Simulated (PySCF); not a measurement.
# CH5BO3: the cost of one run

Programs: PySCF 2.14.0, with density-fitted response routines of our own. Each step states its level of theory. These are calculated values for one molecule in the gas phase, unless marked as measured. Atoms count from 0, in the outputs and in this text.

## 1. The starting structure

10 atoms, charge 0, multiplicity 1; geometry from: GFN2-xTB. The atoms were then displaced at random by about 0.01 Å, so the start is not that level's minimum.

Bonds of the start (Å): O0–C1 1.45, C1–B2 1.61, B2–O3 1.36, B2–O4 1.36, O0–H5 0.96, C1–H6 1.09, C1–H7 1.09, O3–H8 0.98, O4–H9 0.96.

## 2. Optimising the geometry at PBE0-D3(BJ)/def2-SVP

Job settings and geometry (Å):

```
{"job": {"xc": "PBE0", "basis": "def2-SVP", "d3": "d3bj", "grid": 1, "shake": 0.01, "kind": "geom"}, "charge": 0, "multiplicity": 1}
O     -0.806020    -1.531490     0.350000
C     -0.752670    -0.245720    -0.325540
B      0.649620     0.490590    -0.046990
O      0.919570     1.807280    -0.267410
O      1.682860    -0.240140     0.454060
H     -0.824640    -1.339500     1.292420
H     -0.841070    -0.484750    -1.384900
H     -1.602980     0.379310    -0.060600
H      0.153310     2.312300    -0.599090
H      1.472460    -1.168820     0.567000
```

Command:

```
$ OMP_NUM_THREADS=1 python probes_run.py task.json out
```

One launch serves the whole session: the jobs run in the order shown.

**Question.** How long does this first job take on 1 thread of Intel Xeon 6975P-C, shared host, and how much memory does it need?

About 16 s, with a peak of 0.4 GiB.
